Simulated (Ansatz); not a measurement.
# TiMo3 (Immm) in Ansatz: reference runs

Reference runs on TiMo3: the cell as given and a disturbed copy.

Program: Ansatz 0.2.0. These are calculated values, not measurements. Logs are shortened: lines on timing, memory, paths and dates and some standing lists are left out, and cuts for length are marked.

### 1 Starting point

It takes space group Immm (No. 71, orthorhombic). Conventional cell: a = 3.165 Å, b = 4.421 Å, c = 8.950 Å, α = 90.00°, β = 90.00°, γ = 90.00°. Mo (site symmetry mmm) is surrounded by 4 Mo at 2.69 Å and 4 Ti at 2.72 Å. Around Mo (site symmetry mm2) lie 6 Mo at 2.69 to 2.72 Å and 2 Ti at 2.79 Å. Ti (site symmetry mmm) has 12 Mo at 2.72 to 3.10 Å as nearest neighbours.

The cell comes from a database or a generator and needn't be the stable form of this composition.

### 2 Single point, PBEsol

Contents of input.yaml:

```yaml
crystal:
  lattice:
    - [-1.582604985, 2.21051759, 4.47507591]
    - [1.582604985, -2.21051759, 4.47507591]
    - [1.582604985, 2.21051759, -4.47507591]
  atoms:
    - { symbol: Mo, position: [0.0, 0.5, 0.5] }
    - { symbol: Mo, position: [0.24340912, 0.24340912, 0.0] }
    - { symbol: Mo, position: [0.75659088, 0.75659088, 0.0] }
    - { symbol: Ti, position: [0.5, 0.0, 0.5] }
kpoints:
  mp_grid: { grid: [10, 10, 10] }
scf:
  occupations: { method: fermi_dirac, width: 0.05 }
hamiltonian:
  xc: pbesol
  pseudopotentials: { kind: all_electron, lapw: { basis_error: 0.001 } }
output:
  forces: true
  stress: true
  eigenvalues: true
  populations: true
```

Potentials or basis: all-electron LAPW, scalar-relativistic.

On the command line:

```bash
$ ansatz run input.yaml --threads 2 --pin off --max-ram 8192MiB --backend cpu --events-out ev --progress --plain --runs-dir out
```

The log of the run:

```text
Warning: RAYON_NUM_THREADS=2 ignored (pool sized by the plan → 2); use --threads N
Mo: projections on atomic orbitals take those of the free atom 1s2 2s2 2p6 3s2 3p6 3d10 4s2 4p6 4d5 5s1, of charge +0.00 (hamiltonian.pseudopotentials.projection_atoms)
Ti: projections on atomic orbitals take those of the free atom 1s2 2s2 2p6 3s2 3p6 3d2 4s2, of charge +0.00 (hamiltonian.pseudopotentials.projection_atoms)
LAPW: plane waves up to 8.236 Å⁻¹, error target 1.0e-3 eV per atom; small_component_spin mean_spin; Ti in spheres of 1.346 Å, 12 of its electrons in bands, Dirac shells []; Mo in spheres of 1.346 Å, 30 of its electrons in bands, Dirac shells [] (how accurate: hamiltonian.pseudopotentials.lapw.basis_error, Limitations)
Engine: ansatz 0.2.0, aarch64-unknown-linux-gnu
Pseudopotentials: kind: all_electron
Pseudopotential: Mo, LAPW, valence charge 30, lapw/all_electron/scalar/gaussian/Mo, Koelling and Harmon's equation, gaussian nucleus
Pseudopotential: Ti, LAPW, valence charge 12, lapw/all_electron/scalar/gaussian/Ti, Koelling and Harmon's equation, gaussian nucleus
Functional definition: PBEsol
  exchange = pbesol_x
  correlation = pbesol_c
Crystal: 4 atoms, lattice volume = 62.622 Å³
Basis set: ecut = 258.4660330637046 eV, 579 PW (Γ), FFT grids on a1+a3, a2+a3, a3, exchange–correlation at level 2
Bands: 62, of which v1, the nominal top of the filled ones, is band 51 counted from 1 (50 counted from 0)
Symmetry: 8 space group operations
Space group: Immm (ITA 71), of the structure as read, at distance tolerance 4.0e-5 Å
k-points: 171 of 1000
Non-local potential: Mo, projectors of the file, none
Non-local potential: Ti, projectors of the file, none
Initial density: superposition of atomic densities (chi_scale 0.1, normalization cell, long waves kept (reshape's long-wave potential 0.00 eV rms))
Initial wavefunctions: plane waves of lowest kinetic energy (no species holds an atomic orbital)
Functional: x = pbesol(κ = 0.804, μ = 0.12345679012345678), c = pbesol(β = 0.046)
iter 1 solved again at ethr=8.47e-3 eV; its pass at ethr=1.00e-1 eV (dr2=8.64e0 eV) is discarded
SCF iter   1: F=—  HF=-353569.337945 eV  |F-HF|=—  |Δ(HF+E_count)|=         —  Δρ=8.01e-2  dr2=8.64e0  ethr=8.47e-3  ⟨swp⟩=2.0  Hψ=63819  notcnv=0
preconditioner: auto → Kerker (q_TF=auto, 2.959 Å⁻¹)  [metal: Δε(μ)=0.010 eV  Ē_g=5.293 eV  σ=0.050 eV  W_gap=0.05  n_scr=34 (ndim 8)  ℏωp=22.0 eV  f_vac=0.000  D(μ)=2.92/eV (n_scr^D=34)]
SCF iter   2: F=—  HF=-353568.082625 eV  |F-HF|=—  |Δ(HF+E_count)|=    1.26e0  Δρ=5.26e-2  dr2=4.49e0  ethr=8.47e-3  ⟨swp⟩=2.3  Hψ=29641  notcnv=0
iter 3 solved again at ethr=4.31e-4 eV; its pass at ethr=4.40e-3 eV (dr2=4.40e-1 eV) is discarded
SCF iter   3: F=—  HF=-353566.218985 eV  |F-HF|=—  |Δ(HF+E_count)|=    1.86e0  Δρ=2.31e-2  dr2=4.40e-1  ethr=4.31e-4  ⟨swp⟩=2.0  Hψ=52177  notcnv=0
SCF iter   4: F=—  HF=-353566.099543 eV  |F-HF|=—  |Δ(HF+E_count)|=         —  Δρ=1.18e-2  dr2=1.57e-1  ethr=4.31e-4  ⟨swp⟩=2.0  Hψ=32925  notcnv=0
the basis was enlarged: its passes take 867.4 KiB over the memory plan, 2 of 2 planned eigensolver slots
SCF iter   5: F=—  HF=-353566.090103 eV  |F-HF|=—  |Δ(HF+E_count)|=   9.44e-3  Δρ=7.84e-3  dr2=5.69e-2  ethr=1.54e-4  ⟨swp⟩=2.0  Hψ=29400  notcnv=0
SCF iter   6: F=—  HF=-353566.085887 eV  |F-HF|=—  |Δ(HF+E_count)|=   4.22e-3  Δρ=3.82e-3  dr2=1.05e-2  ethr=5.58e-5  ⟨swp⟩=2.0  Hψ=30617  notcnv=0
SCF iter   7: F=—  HF=-353566.086420 eV  |F-HF|=—  |Δ(HF+E_count)|=   5.33e-4  Δρ=1.70e-3  dr2=4.33e-3  ethr=1.03e-5  ⟨swp⟩=2.0  Hψ=31901  notcnv=0
SCF iter   8: F=—  HF=-353566.085947 eV  |F-HF|=—  |Δ(HF+E_count)|=   4.73e-4  Δρ=2.80e-4  dr2=4.27e-5  ethr=4.25e-6  ⟨swp⟩=2.0  Hψ=31836  notcnv=0
SCF iter   9: F=—  HF=-353566.085936 eV  |F-HF|=—  |Δ(HF+E_count)|=   1.15e-5  Δρ=1.35e-4  dr2=2.11e-5  ethr=4.19e-8  ⟨swp⟩=2.0  Hψ=31902  notcnv=0
SCF iter  10: F=—  HF=-353566.085936 eV  |F-HF|=—  |Δ(HF+E_count)|=   2.54e-8  Δρ=8.41e-5  dr2=1.22e-5  ethr=2.07e-8  ⟨swp⟩=2.0  Hψ=31901  notcnv=0
SCF iter  11: F=—  HF=-353566.085934 eV  |F-HF|=—  |Δ(HF+E_count)|=   1.92e-6  Δρ=1.25e-5  dr2=2.61e-7  ethr=1.20e-8  ⟨swp⟩=2.0  Hψ=31901  notcnv=0
SCF iter  12: F=-353566.085934 eV  HF=-353566.085934 eV  |F-HF|=2.24e-8  |Δ(HF+E_count)|=   3.35e-8  Δρ=4.91e-6  dr2=3.49e-8  ethr=2.56e-10  ⟨swp⟩=2.0  Hψ=31901  notcnv=0
SCF 1 converged in 12 iterations: F = -353566.085934 eV  dr2 = 3.49e-8
SCF converged after 12 iterations
Free energy (F): -353566.085934 eV
Harris-Foulkes:  -353566.085934 eV  (|F-HF|=2.24e-8)
Internal energy: -353566.064785 eV  (E = F + TS)
E sigma→0 (E₀):  -353566.075359 eV
Entropy (-TS):   -0.021149 eV (-5.287 meV/atom)
Fermi energy:    20.871325 eV
--- Per-component energies (eV) ---
  E_band       = -12477.131895
  E_kinetic    = 365746.265510
  E_xc         = -11057.626266
  E_electrostatic = -708254.704029  (all electrons and nuclei)
  E_smearing   = -0.021149  (= −TS)
  E_closure    = 0.000000  (closes the sum)
  E_atoms      = -353523.013339  (free atoms, spherical and without spin; not in F)
  Σ components = -353566.085934   (vs F -353566.085934, Δ=0.00e0)
  Basis errors (estimates in eV, not in F): energy 2.1e-4 per atom: plane waves 1.7e-4 (9.4e-5 summed), levels above the bands 8.8e-38, relativity 2.0e-8, radial functions 3.3e-5, core shells 2.5e-7; eigenvalues (radial functions only) 1.2e-6; not estimated: angular momenta, meshes, grids; target (lapw.basis_error) 1.0e-3; muffin-tin radii Ti 1.346 Å, Mo 1.346 Å
--- Forces (eV/Å), atoms counted from 1 ---
  atom   1  Mo     0.00000000     0.00000000     0.00000000
  atom   2  Mo     0.00000000    -0.00000000     0.02620838
  atom   3  Mo     0.00000000     0.00000000    -0.02620838
  atom   4  Ti     0.00000000     0.00000000    -0.00000000
  max |Σ_I F_I| component: 1.58e-30 eV/Å
--- Stress (GPa, compression-positive) ---
       -6.009254       0.000000      -0.000000
        0.000000      -5.150056      -0.000000
       -0.000000      -0.000000      -5.489480
  P = ⅓ Tr σ = -5.5496 GPa (-55.496 kbar)
--- Band table (eV; the first three rows and the last of 171) ---
  k-point 0: bands = ["-354.2149", "-354.2149", "-354.2101", "-354.2101", "-354.2026", "-354.2026", "-353.9815", "-353.9684", "-353.9531", "-196.3901", "-196.3901", "-196.3866", "-196.3866", "-196.3644", "-196.3643", "-196.3593", "-196.3593", "-196.3560", "-196.3560", "-196.1501", "-196.1456", "-196.1268", "-196.1113", "-196.1045", "-39.7348", "-39.4687", "-39.3431", "-35.2194", "-14.3269", "-14.2754", "-13.8482", "-13.5982", "-13.5982", "-13.5662", "-13.1993", "-13.1485", "-13.1234", "-11.5756", "-11.5074", "-11.4656", "14.2517", "16.3787", "16.9139", "17.9736", "18.0244", "18.3131", "18.8515", "20.0574", "20.4493", "20.5531", "20.5755", "21.5602", "21.7583", "22.3989", "22.9227", "23.1202", "23.1921", "23.6254", "24.0058", "25.6655", "25.7623", "25.9357"]
  k-point 1: bands = ["-354.2149", "-354.2149", "-354.2101", "-354.2101", "-354.2026", "-354.2026", "-353.9815", "-353.9684", "-353.9531", "-196.3901", "-196.3901", "-196.3866", "-196.3866", "-196.3644", "-196.3643", "-196.3593", "-196.3593", "-196.3560", "-196.3560", "-196.1501", "-196.1456", "-196.1268", "-196.1113", "-196.1045", "-39.7199", "-39.4781", "-39.3429", "-35.2187", "-14.2826", "-14.2468", "-13.8462", "-13.7192", "-13.5737", "-13.5058", "-13.2465", "-13.1574", "-13.1519", "-11.5771", "-11.5328", "-11.4819", "14.5689", "16.6585", "17.2082", "18.0304", "18.2252", "18.4048", "18.7857", "19.8057", "19.9462", "20.5077", "20.8878", "21.0873", "21.6439", "22.7090", "22.8083", "22.9699", "23.1647", "23.5680", "24.3095", "24.9751", "25.0263", "26.6680"]
  k-point 2: bands = ["-354.2149", "-354.2149", "-354.2101", "-354.2101", "-354.2026", "-354.2026", "-353.9815", "-353.9684", "-353.9531", "-196.3901", "-196.3901", "-196.3866", "-196.3866", "-196.3644", "-196.3643", "-196.3593", "-196.3593", "-196.3560", "-196.3560", "-196.1501", "-196.1456", "-196.1268", "-196.1113", "-196.1045", "-39.6802", "-39.5027", "-39.3431", "-35.2163", "-14.2732", "-14.1235", "-13.8771", "-13.7701", "-13.6263", "-13.5198", "-13.3265", "-13.1773", "-13.1681", "-11.5925", "-11.5813", "-11.5003", "15.4218", "17.3123", "17.8333", "17.9919", "18.3478", "18.5765", "18.9154", "19.4746", "19.6041", "20.2153", "20.3281", "20.8335", "21.7668", "22.4766", "22.7917", "22.9386", "23.1194", "23.5835", "24.2100", "24.4418", "24.5382", "28.0947"]
  k-point 170: bands = ["-354.2149", "-354.2149", "-354.2101", "-354.2101", "-354.2026", "-354.2026", "-353.9815", "-353.9684", "-353.9531", "-196.3901", "-196.3901", "-196.3866", "-196.3866", "-196.3644", "-196.3643", "-196.3593", "-196.3593", "-196.3560", "-196.3560", "-196.1501", "-196.1456", "-196.1268", "-196.1113", "-196.1045", "-39.7032", "-39.5147", "-39.3292", "-35.2204", "-14.3690", "-13.9656", "-13.9449", "-13.8243", "-13.5513", "-13.3391", "-13.3234", "-13.2209", "-13.1244", "-11.6052", "-11.5110", "-11.4625", "16.0012", "16.0356", "16.4658", "16.5247", "16.7840", "18.3746", "18.7781", "19.7518", "19.8770", "20.4993", "22.4606", "22.5969", "22.9117", "23.0800", "23.1658", "23.2412", "23.3460", "23.5418", "23.9527", "25.2786", "25.3059", "25.4052"]
--- Löwdin populations: 4 sites ---
  site symbol       q [e]
     0     Mo     42.1116
     1     Mo     42.0405
     2     Mo     42.0405
     3     Ti     21.5452
  spilling = 0.001772 (of n_electrons = 148.000000)
```

Run time: 1.8 min. Hardware: 2 threads of Arm Neoverse V2, shared host; peak memory 1.5 GiB.

What came out:

| Item | Value |
| --- | --- |
| Free energy | -353566.0859 eV |
| Pressure | -5.5 GPa |
| Largest force | 0.026 eV/Å |
| Band gap on the k mesh | none (metal or under the smearing width) |

Forces in eV/Å, atoms in the order of the input:
```
Mo   0.000  0.000  0.000
Mo   0.000  0.000  0.026
Mo   0.000  0.000 -0.026
Ti   0.000  0.000  0.000
```

### 3 Equation of state, PBEsol

Potentials or basis: all-electron LAPW, scalar-relativistic.

No new run: the results of the series are fitted here.

Results:

```yaml
Equilibrium_volume: 15.27 Å³/atom
Bulk_modulus_at_fixed_shape_and_positions: 237 GPa
Pressure_derivative_of_the_bulk_modulus: 4.1
```

Energy against volume, from the lowest point:
```tsv
volume (Å³/atom)	energy (meV/atom)
14.716	15.88
15.029	2.78
15.342	0.00
15.655	6.51
15.969	21.40
16.282	43.82
16.595	73.04
```

Caveat: the cell was scaled at fixed shape and fractional positions, which overstates the stiffness of a crystal with free parameters, most of all of layers and chains.

### 4 Single point, PBEsol (atoms moved at random, drawn with an rms of 0.05 Å)

Changes to input.yaml since step 2:

```diff
@@ -6,6 +6,6 @@
   atoms:
-    - { symbol: Mo, position: [0.0, 0.5, 0.5] }
-    - { symbol: Mo, position: [0.24340912, 0.24340912, 0.0] }
-    - { symbol: Mo, position: [0.75659088, 0.75659088, 0.0] }
-    - { symbol: Ti, position: [0.5, 0.0, 0.5] }
+    - { symbol: Mo, position: [-0.005033, 0.491619, 0.492808] }
+    - { symbol: Mo, position: [0.243144, 0.243608, -0.005931] }
+    - { symbol: Mo, position: [0.768318, 0.751588, -0.000261] }
+    - { symbol: Ti, position: [0.493689, -0.00282, 0.495055] }
 kpoints:
```

Potentials or basis: all-electron LAPW, scalar-relativistic.

On the command line:

```bash
$ ansatz run input.yaml --threads 2 --pin off --max-ram 8192MiB --backend cpu --events-out ev --progress --plain --runs-dir out
```

The log of the run:

```text
Warning: RAYON_NUM_THREADS=2 ignored (pool sized by the plan → 2); use --threads N
Mo: projections on atomic orbitals take those of the free atom 1s2 2s2 2p6 3s2 3p6 3d10 4s2 4p6 4d5 5s1, of charge +0.00 (hamiltonian.pseudopotentials.projection_atoms)
Ti: projections on atomic orbitals take those of the free atom 1s2 2s2 2p6 3s2 3p6 3d2 4s2, of charge +0.00 (hamiltonian.pseudopotentials.projection_atoms)
LAPW: plane waves up to 8.409 Å⁻¹, error target 1.0e-3 eV per atom; small_component_spin mean_spin; Ti in spheres of 1.320 Å, 12 of its electrons in bands, Dirac shells []; Mo in spheres of 1.320 Å, 30 of its electrons in bands, Dirac shells [] (how accurate: hamiltonian.pseudopotentials.lapw.basis_error, Limitations)
[... 4 set-up lines as earlier in the session ...]
[... 64 lines left out ...]
  k-point 1: bands = ["-354.2069", "-354.2056", "-354.2019", "-354.2017", "-354.1962", "-354.1936", "-353.9775", "-353.9646", "-353.9490", "-196.3818", "-196.3814", "-196.3793", "-196.3772", "-196.3558", "-196.3555", "-196.3527", "-196.3500", "-196.3481", "-196.3477", "-196.1464", "-196.1413", "-196.1227", "-196.1071", "-196.1007", "-39.7195", "-39.4734", "-39.3399", "-35.2187", "-14.2862", "-14.2536", "-13.8559", "-13.7158", "-13.5734", "-13.5039", "-13.2406", "-13.1527", "-13.1386", "-11.5766", "-11.5327", "-11.4823", "14.5733", "16.6442", "17.1985", "18.0049", "18.2275", "18.3937", "18.7958", "19.7156", "20.0069", "20.5084", "20.8903", "21.1065", "21.6529", "22.6520", "22.8488", "22.9889", "23.1950", "23.5702", "24.3141", "24.9822", "25.0286", "26.6818"]
  k-point 2: bands = ["-354.2069", "-354.2056", "-354.2019", "-354.2017", "-354.1962", "-354.1936", "-353.9775", "-353.9646", "-353.9490", "-196.3818", "-196.3814", "-196.3793", "-196.3772", "-196.3558", "-196.3555", "-196.3527", "-196.3500", "-196.3481", "-196.3477", "-196.1464", "-196.1413", "-196.1227", "-196.1071", "-196.1007", "-39.6796", "-39.4974", "-39.3409", "-35.2163", "-14.2805", "-14.1319", "-13.8906", "-13.7674", "-13.6165", "-13.5183", "-13.3221", "-13.1674", "-13.1580", "-11.5930", "-11.5805", "-11.5005", "15.4264", "17.2994", "17.8207", "17.9756", "18.3433", "18.5661", "18.9086", "19.4299", "19.6393", "20.1828", "20.3874", "20.8411", "21.7680", "22.4631", "22.7911", "22.9476", "23.1363", "23.5870", "24.2178", "24.4372", "24.5664", "28.0959"]
  k-point 503: bands = ["-354.2069", "-354.2056", "-354.2019", "-354.2017", "-354.1962", "-354.1936", "-353.9775", "-353.9646", "-353.9490", "-196.3818", "-196.3814", "-196.3793", "-196.3772", "-196.3558", "-196.3555", "-196.3527", "-196.3500", "-196.3481", "-196.3477", "-196.1464", "-196.1413", "-196.1227", "-196.1071", "-196.1007", "-39.7028", "-39.5112", "-39.3250", "-35.2204", "-14.3701", "-13.9869", "-13.9499", "-13.8113", "-13.5507", "-13.3580", "-13.2966", "-13.2119", "-13.1177", "-11.6051", "-11.5109", "-11.4630", "15.9990", "16.0301", "16.4650", "16.5251", "16.7825", "18.3599", "18.7612", "19.6810", "19.8857", "20.5776", "22.3885", "22.5544", "22.9478", "23.1326", "23.1550", "23.2808", "23.3574", "23.5423", "23.9475", "25.2773", "25.3072", "25.4093"]
--- Löwdin populations: 4 sites ---
  site symbol       q [e]
     0     Mo     42.1123
     1     Mo     42.0424
     2     Mo     42.0381
     3     Ti     21.5453
  spilling = 0.001770 (of n_electrons = 148.000000)
```

populations.tsv:

```text
# site	symbol	l	j	q
# orbitals = lowdin
# n_electrons = 148.000000
# spilling = 0.001770
# projection_atom_Mo: 1s2 2s2 2p6 3s2 3p6 3d10 4s2 4p6 4d5 5s1
# projection_atom_Ti: 1s2 2s2 2p6 3s2 3p6 3d2 4s2
0	Mo	0_1S	-	1.999995
0	Mo	0_2S	-	1.999801
0	Mo	0_3S	-	1.996514
0	Mo	0_4S	-	1.940767
0	Mo	0_5S	-	0.778986
0	Mo	1_2P	-	5.999999
0	Mo	1_3P	-	5.999894
0	Mo	1_4P	-	5.982336
0	Mo	2_3D	-	9.999973
0	Mo	2_4D	-	5.414035
1	Mo	0_1S	-	1.999995
1	Mo	0_2S	-	1.999804
1	Mo	0_3S	-	1.996572
1	Mo	0_4S	-	1.941281
1	Mo	0_5S	-	0.798008
1	Mo	1_2P	-	5.999999
1	Mo	1_3P	-	5.999907
1	Mo	1_4P	-	5.984488
1	Mo	2_3D	-	9.999974
1	Mo	2_4D	-	5.322325
2	Mo	0_1S	-	1.999995
2	Mo	0_2S	-	1.999801
2	Mo	0_3S	-	1.996511
2	Mo	0_4S	-	1.940416
2	Mo	0_5S	-	0.799053
2	Mo	1_2P	-	5.999999
2	Mo	1_3P	-	5.999903
2	Mo	1_4P	-	5.983932
2	Mo	2_3D	-	9.999973
2	Mo	2_4D	-	5.318521
3	Ti	0_1S	-	1.999967
3	Ti	0_2S	-	1.998096
3	Ti	0_3S	-	1.952929
3	Ti	0_4S	-	0.716387
3	Ti	1_2P	-	5.999977
3	Ti	1_3P	-	5.990220
3	Ti	2_3D	-	2.887702
```

Run time: 12 min. Hardware: 2 threads of Arm Neoverse V2, shared host; peak memory 3.3 GiB.

What came out:

- Free energy: -353566.0385 eV
- Pressure: -5.1 GPa
- Largest force: 0.904 eV/Å
- Band gap on the k mesh: none (metal or under the smearing width)

Forces in eV/Å, atoms in the order of the input:
```
Mo   0.051  0.046  0.700
Mo  -0.085  0.360 -0.450
Mo   0.165 -0.636 -0.621
Ti  -0.132  0.229  0.372
```

Stress tensor (GPa, compression positive):
```
-5.64 -0.01  0.01
-0.01 -4.61  0.20
 0.01  0.20 -4.90
```

Levels at points of the mesh, in eV from the Fermi level:
| k point | band 47 | band 48 | band 49 | band 50 | band 51 | band 52 | band 53 | band 54 | band 55 | band 56 |
| --- | --- | --- | --- | --- | --- | --- | --- | --- | --- | --- |
| (0.00, 0.00, 0.00) | -2.01 | -0.88 | -0.43 | -0.32 | -0.29 | 0.68 | 0.92 | 1.51 | 2.06 | 2.26 |
| (0.00, 0.00, -0.50) | -1.98 | -1.51 | -1.33 | -0.54 | 1.64 | 1.84 | 2.13 | 2.22 | 2.35 | 2.45 |
| (0.00, -0.50, 0.00) | -1.80 | -1.63 | -1.38 | -1.13 | -0.99 | 0.24 | 0.95 | 1.22 | 2.61 | 2.83 |
| (0.00, -0.50, -0.50) | -1.58 | -1.40 | -0.52 | -0.39 | -0.06 | 0.24 | 0.72 | 0.76 | 0.87 | 1.53 |
| (-0.50, 0.00, 0.00) | -1.46 | -1.09 | -0.70 | -0.61 | -0.27 | 0.57 | 0.66 | 0.85 | 0.90 | 1.34 |
| (-0.50, 0.00, -0.50) | -1.75 | -1.61 | -1.30 | -1.13 | -1.03 | 0.25 | 0.93 | 1.21 | 2.60 | 2.80 |
| (-0.50, -0.50, 0.00) | -1.98 | -1.51 | -1.33 | -0.54 | 1.68 | 1.80 | 2.12 | 2.24 | 2.35 | 2.45 |
| (-0.50, -0.50, -0.50) | -2.12 | -1.20 | -0.99 | -0.30 | 1.51 | 1.68 | 2.07 | 2.26 | 2.28 | 2.40 |

### 5 The runs side by side

| task | cell | cutoff (eV) | gap on the mesh (eV) | pressure (GPa) | largest force (eV/Å) |
| --- | --- | --- | --- | --- | --- |
| single point | as given | 258 | none | -5.5 | 0.03 |
| equation of state | as given | - | - | - | - |
| single point | atoms moved at random, drawn with an rms of 0.05 Å | 269 | none | -5.1 | 0.90 |

Alike in all rows: level PBEsol; potentials or basis all-electron LAPW, scalar-relativistic; no spin polarisation; k mesh 10 × 10 × 10; smearing fermi-dirac 0.05 eV; basis error allowed 0.001 eV/atom.

Caveats: the cell was scaled at fixed shape and fractional positions, which overstates the stiffness of a crystal with free parameters, most of all of layers and chains (some runs).

Compare energies only between runs with the same functional and basis.
